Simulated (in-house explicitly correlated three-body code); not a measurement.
# Two electrons around a charge of +2 with a centre of 0.7 electron masses: exact states

System: two electrons around a charge of +2 with a centre of 0.7 electron masses. A variational three-body run gives its energies and expectation values.

Method: two electrons, non-relativistic, variational in exponentially correlated functions. Code: in-house explicitly correlated three-body code version 1.

## 1. The system

* charge of the centre: +2
* mass of the centre: 0.7 electron masses
* interactions: Coulomb
* basis: 260 functions exp(−a r1 − b r2 − g r12) a state, exponent ranges optimised
* units: hartree and bohr; relativity and QED are left out

## 2. Input and results

Settings:

```ini
Z = 2.0
nuclear_mass = 0.7
interaction_strength = 1.0
functions = 260
states_tried = 13
```

On the command line:

```
> python run_hyl.py task.json out
```

Before running it: what results should come out? Wanted: ground-state energy; binding of the second electron; ⟨r12⟩, ⟨cos θ12⟩.

As calculated:

| quantity | value |
| --- | --- |
| ground-state energy | -1.22640121 hartree |
| binding of the second electron | 10.963 eV |
| ⟨r12⟩, ⟨cos θ12⟩ | 2.862 bohr, 0.1491 |

**Reading.** The second electron is bound by 10.96 eV, and the mean cosine of 0.149 shows the electrons tipped slightly to one side, by the recoil of the light centre. The virial ratio −T/E is 0.9999999, where an exact Coulomb state gives 1. Exchange puts 2 ³S -0.203 eV under 2 ¹S.
